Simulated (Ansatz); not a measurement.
# Mn (Mn, dhcp): the cost of one run

Program: Ansatz 0.2.0. Level of theory: DFT PBEsol, plane waves (420 eV) with PAW, scalar-relativistic; PBE-made PAW files. These are calculated values, not measurements.

## Step 1: The system as given

It takes space group P6_3/mmc (No. 194, hexagonal). Conventional cell: a = 2.552 Å, b = 2.552 Å, c = 8.334 Å, α = 90.00°, β = 90.00°, γ = 120.00°. Around Mn (site symmetry -3m) lie 12 Mn at 2.55 Å. Around Mn (site symmetry -6m2) lie 12 Mn at 2.55 Å.

As a file:

```cif
data_structure
_symmetry_space_group_name_H-M 'P6_3/mmc'
_symmetry_Int_Tables_number 194
_cell_length_a 2.5518
_cell_length_b 2.5518
_cell_length_c 8.3341
_cell_angle_alpha 90.000
_cell_angle_beta 90.000
_cell_angle_gamma 120.000
_cell_volume 47.00
loop_
_atom_site_label
_atom_site_type_symbol
_atom_site_symmetry_multiplicity
_atom_site_Wyckoff_symbol
_atom_site_fract_x
_atom_site_fract_y
_atom_site_fract_z
_atom_site_occupancy
Mn1 Mn 2 a 0.00000 0.00000 0.00000 1
Mn2 Mn 2 c 0.33333 0.66667 0.25000 1
```

The atoms start with moments of +3 ×2, -3 ×2 μB.

## Step 2: Relaxation of the cell

input.yaml

```yaml
crystal:
  lattice:
    - [2.5517868831, 0.0, 0.0]
    - [-1.2758934415, 2.2099122658, 0.0]
    - [0.0, 0.0, 8.3341359602]
  atoms:
    - { symbol: Mn, position: [0.0, 0.0, 0.0], spin: 3.0 }
    - { symbol: Mn, position: [0.0, 0.0, 0.5], spin: 3.0 }
    - { symbol: Mn, position: [0.3333333333, 0.6666666667, 0.25], spin: -3.0 }
    - { symbol: Mn, position: [0.6666666667, 0.3333333333, 0.75], spin: -3.0 }
hamiltonian:
  xc: pbesol
  pseudopotentials:
    kind: paw
    azcp:
      Mn: "pseudopotentials/Mn.paw.azcp"
basis:
  ecutwfc: 420
  fft_grid_basis: typed
kpoints:
  mp_grid: { grid: [14, 14, 4], shift: [0, 0, 0] }
magnetization:
  spin_polarized: true
scf:
  occupations: { method: fermi_dirac, width: 0.05 }
relax:
  max_steps: 60
  f_tol: 0.01
  cell: {}
```

**Question.** How long does this run take on 2 threads of Arm Neoverse V1, shared host, and how much memory does it need?

About 1.7 min, with a peak of 0.5 GiB.
